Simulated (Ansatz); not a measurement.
# CH4BrIn: a barrier at many levels of theory

Aim: the barrier and energy of one elementary step (Br2–H3 formed, In1–Br2 broken, In1–H3 broken) from LDA up to coupled cluster, on fixed structures, to see where each rung fails.

The runs use Ansatz 0.2.0, Gaussian basis; single points in def2-TZVPP on PBE0-D4/def2-TZVP structures.

Levels: SPW92, PBE-D4, BLYP-D4, r2SCAN-D4, B97M-V, PBE0-D4, B3LYP-D4, r2SCAN0-D4, BHLYP-D4, CAM-B3LYP-D4, wB97X-V, wB97M-V, B2PLYP, PBE-QIDH, RPA on PBE, Hartree-Fock, MP2, CCSD, CCSD(T). The reference is CCSD(T) at the basis limit, from triple and quadruple zeta. Zero-point energies come from PBE0-D4 vibrations.

Correlated methods freeze the cores. Filled d shells of the heavier atoms are correlated. Core potentials replace the inner electrons past krypton, and spin-orbit coupling is left out. B3LYP uses VWN-RPA correlation. B2PLYP carries no dispersion term here.

13 further runs of the same task are left out: 13 set aside as unsound or not needed.

### 1 The three structures

Charge 0, multiplicity 1. The folders r, ts and p hold the start, the saddle and the end; their coordinates stand in the first inputs.

```tsv
pair	r (Å)	ts (Å)	p (Å)
Br2–H3	3.515	1.845	1.462
In1–Br2	2.499	2.954	4.013
In1–H3	1.709	1.803	2.550
```

### 2 wB97M-V/def2-TZVPP

File r/in.yaml:

```yaml
crystal:
  periodic: [false, false, false]
  atoms:
    - {symbol: In, position_ang: [-0.459218, -0.786967, -0.583846]}
    - {symbol: Br, position_ang: [1.441356, -1.572611, -2.003677]}
    - {symbol: H, position_ang: [-1.894379, -1.660663, -0.897980]}
    - {symbol: C, position_ang: [0.136657, 0.801120, 0.708837]}
    - {symbol: H, position_ang: [-0.697393, 1.178093, 1.299385]}
    - {symbol: H, position_ang: [0.919626, 0.433970, 1.373911]}
    - {symbol: H, position_ang: [0.553349, 1.606958, 0.103372]}
basis:
  gaussian: {orbitals: def2-TZVPP}
hamiltonian: {xc: {name: wB97M-V}}
```

File ts/in.yaml:

```yaml
crystal:
  periodic: [false, false, false]
  atoms:
    - {symbol: In, position_ang: [-0.944759, -0.603660, -0.240311]}
    - {symbol: Br, position_ang: [0.814778, -1.988742, -2.167648]}
    - {symbol: H, position_ang: [-0.898766, -1.903855, -1.488255]}
    - {symbol: C, position_ang: [0.115343, 0.931275, 0.840981]}
    - {symbol: H, position_ang: [-0.555980, 1.462447, 1.516223]}
    - {symbol: H, position_ang: [0.921773, 0.469185, 1.414229]}
    - {symbol: H, position_ang: [0.547610, 1.633252, 0.124781]}
basis:
  gaussian: {orbitals: def2-TZVPP}
hamiltonian: {xc: {name: wB97M-V}}
```

File p/in.yaml:

```yaml
crystal:
  periodic: [false, false, false]
  atoms:
    - {symbol: In, position_ang: [-0.023447, -0.363601, -0.335282]}
    - {symbol: Br, position_ang: [-0.218060, -3.310596, -3.051652]}
    - {symbol: H, position_ang: [-0.146841, -2.236732, -2.061699]}
    - {symbol: C, position_ang: [0.083002, 1.262482, 1.163715]}
    - {symbol: H, position_ang: [-0.895290, 1.434118, 1.624176]}
    - {symbol: H, position_ang: [0.792507, 1.014313, 1.959677]}
    - {symbol: H, position_ang: [0.408128, 2.199917, 0.701067]}
basis:
  gaussian: {orbitals: def2-TZVPP}
hamiltonian: {xc: {name: wB97M-V}}
```

No record of the launch command was kept for these runs.

The runs that follow: CCSD(T)/def2-TZVPP; MP2/def2-QZVPP; Vibrations of the start structure; Vibrations of the end structure.

What does the calculation give? Wanted: barrier, CCSD(T)/CBS; reverse barrier, CCSD(T)/CBS; step energy, CCSD(T)/CBS; barrier with zero-point energy; step energy with zero-point energy; imaginary mode at the saddle; largest T1 diagnostic.

**Answer**, as computed:

| quantity | value |
| --- | --- |
| barrier, CCSD(T)/CBS | 180.3 kJ/mol |
| reverse barrier, CCSD(T)/CBS | 48.2 kJ/mol |
| step energy, CCSD(T)/CBS | +132.0 kJ/mol |
| barrier with zero-point energy | 173.6 kJ/mol |
| step energy with zero-point energy | +128.0 kJ/mol |
| imaginary mode at the saddle | 747i cm⁻¹ |
| largest T1 diagnostic | 0.014 |

In words: CAM-B3LYP-D4 is the best functional here (+2.0 kJ/mol from CCSD(T)/CBS); BLYP-D4 is the worst (-49.7 kJ/mol). Mean unsigned error by rung: LDA 49.1, GGA 47.6, meta-GGA 16.6, hybrid 13.4, range-separated hybrid 11.7, double hybrid 10.4 kJ/mol. PBE-D4 gives a barrier 45.5 kJ/mol too low, outside chemical accuracy (1 kcal/mol, 4.2 kJ/mol). Every functional without exact exchange puts the barrier too low, the usual mark of self-interaction error, which favours the spread-out density of a saddle. The barrier rises with the share of exact exchange, from BLYP-D4 through B3LYP-D4 to BHLYP-D4 (-49.7, -24.0, +12.6 kJ/mol). Hartree-Fock, with no correlation, is off by +66.4 kJ/mol. Zero-point motion lowers the barrier by 6.6 kJ/mol. The restricted Hartree–Fock reference is unstable towards an unrestricted one at one or more of these structures.
